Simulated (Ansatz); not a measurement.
# C₈H₆S: up Jacob's ladder to CCSD(T)

How much do the methods differ for C₈H₆S? The plan is to run it at one geometry with functionals of several rungs and with coupled cluster. The yardstick is the atomisation energy at the CCSD(T) limit.

Computed with Ansatz 0.2.0, Gaussian basis. Level: functionals in def2-TZVPP, the program's frozen cores in correlated methods.

Levels to be run: LDA (SPW92), PBE-D4, revPBE-D4, BLYP-D4, r2SCAN-D4, B97M-V, PBE0-D4, B3LYP-D4, r2SCANh-D4, r2SCAN0-D4, HSE06-D4, BHLYP-D4, CAM-B3LYP-D4, LC-ωPBE, ωB97X-V, ωB97M-V, B2PLYP, PBE-QIDH; CCSD(T)/def2-SVP; CCSD(T)/def2-TZVPP; MP2/def2-QZVPP; extrapolation to the limit; RPA on PBE.

## 1. The relaxed structure

All runs share one geometry, relaxed beforehand with PBE0-D4 in a triple-zeta def2 set.

SMILES `c1ccc2sccc2c1`, 15 atoms, charge 0, spin multiplicity 1.

Atoms are counted from 1 here; the program's logs count them from 0.

Bond lengths: C1–C2 1.400 Å, C1–C9 1.378 Å, C1–H10 1.084 Å, C2–C3 1.379 Å, C2–H11 1.084 Å, C3–C4 1.392 Å, C3–H12 1.084 Å, C4–S5 1.727 Å, C4–C8 1.409 Å, S5–C6 1.721 Å, C6–C7 1.352 Å, C6–H13 1.080 Å, C7–C8 1.430 Å, C7–H14 1.082 Å, C8–C9 1.399 Å, C9–H15 1.084 Å. Angles: C2–C1–C9 120.8°, C2–C1–H10 119.4°, C9–C1–H10 119.8°, C1–C2–C3 120.9°, C1–C2–H11 119.6°, C3–C2–H11 119.5°, C2–C3–C4 118.3°, C2–C3–H12 120.8°, C4–C3–H12 120.9°, C3–C4–S5 127.3°, C3–C4–C8 121.6°, S5–C4–C8 111.1°, C4–S5–C6 91.5°, S5–C6–C7 113.2°, S5–C6–H13 119.3°, C7–C6–H13 127.5°, C6–C7–C8 112.6°, C6–C7–H14 123.6° and more.

## 2. LDA

This LDA is Slater exchange with PW92 correlation.

File in.yaml:

```yaml
crystal:
  periodic: [false, false, false]
  atoms:
    - {symbol: C, position_ang: [-0.546888, -1.662224, 1.062678]}
    - {symbol: C, position_ang: [0.786793, -1.894720, 0.707094]}
    - {symbol: C, position_ang: [1.494652, -0.967753, -0.029569]}
    - {symbol: C, position_ang: [0.849389, 0.204971, -0.410635]}
    - {symbol: S, position_ang: [1.507733, 1.511643, -1.327686]}
    - {symbol: C, position_ang: [0.021622, 2.376783, -1.247581]}
    - {symbol: C, position_ang: [-0.940329, 1.719496, -0.560823]}
    - {symbol: C, position_ang: [-0.492627, 0.456689, -0.062113]}
    - {symbol: C, position_ang: [-1.185729, -0.501480, 0.685556]}
    - {symbol: H, position_ang: [-1.080944, -2.406422, 1.641857]}
    - {symbol: H, position_ang: [1.270567, -2.814623, 1.013993]}
    - {symbol: H, position_ang: [2.527093, -1.148634, -0.304371]}
    - {symbol: H, position_ang: [-0.053979, 3.342803, -1.724458]}
    - {symbol: H, position_ang: [-1.938293, 2.108693, -0.407052]}
    - {symbol: H, position_ang: [-2.219068, -0.325235, 0.963082]}
basis:
  gaussian: {orbitals: def2-TZVPP}
hamiltonian: {xc: lda}
output: {orbitals: {seedname: orbitals}}
```

On the command line:

```bash
ansatz run in.yaml --threads 2 --pin off --events-out ev --progress --plain --max-ram 32768MiB --backend cuda --devices 0, --max-vram 18GiB
```

Further steps of the session: PBE-D4 (GGA); revPBE-D4 (GGA); BLYP-D4 (GGA); r2SCAN-D4 (meta-GGA); B97M-V (meta-GGA); PBE0-D4 (hybrid); B3LYP-D4 (hybrid); r2SCANh-D4 (hybrid); r2SCAN0-D4 (hybrid); HSE06-D4 (hybrid); BHLYP-D4 (hybrid); CAM-B3LYP-D4 (range-separated); LC-ωPBE (range-separated); ωB97X-V (range-separated); ωB97M-V (range-separated); B2PLYP (double hybrid); PBE-QIDH (double hybrid); CCSD(T) in def2-SVP; CCSD(T) in def2-TZVPP; MP2 in def2-QZVPP; RPA on PBE orbitals.

**Question.** What will the summary of the whole plan be? Wanted: atomisation energy, CCSD(T)/CBS; farthest beyond LDA; mean size of error, GGA; mean size of error, meta-GGA; mean size of error, hybrid; mean size of error, range-separated; mean size of error, double hybrid; gap, smallest and largest; T1 diagnostic.

**Answer**, as computed:

| quantity | value |
| --- | --- |
| atomisation energy, CCSD(T)/CBS | 76.139 eV |
| functionals within 0.381 eV (0.5 %) | r2SCAN0-D4, ωB97X-V, B2PLYP |
| farthest beyond LDA | PBE-D4 (+3.682 eV) |
| mean size of error, GGA | 1.969 eV |
| mean size of error, meta-GGA | 1.014 eV |
| mean size of error, hybrid | 1.239 eV |
| mean size of error, range-separated | 0.448 eV |
| mean size of error, double hybrid | 0.640 eV |
| gap, smallest and largest | 3.75 eV (LDA (SPW92)), 9.87 eV (LC-ωPBE) |
| T1 diagnostic | 0.0121 |
| triples share of the correlation energy | 5.4 % |

What this shows: LDA overbinds by 13.046 eV (17 %). PBE-D4 misses by +3.682 eV. Double hybrids carry the basis error of their MP2 part in triple zeta, and no dispersion term here, so their miss is partly the set-up's. Taken by rung, range-separated functionals do best (0.448 eV on average) and GGA ones worst beyond LDA (1.969 eV). The reference freezes the cores and leaves out relativity and excitations past (T), so misses under about 0.381 eV can't be ranked. Hartree-Fock recovers 73 % of the binding; the rest is correlation. CCSD(T) in def2-SVP is off by -2.840 eV, worse than the median functional, from the basis alone. The gap grows from 3.7 to 9.9 eV across the functionals, mostly with the share of exact exchange. The restricted reference is unstable towards a spin-broken one.
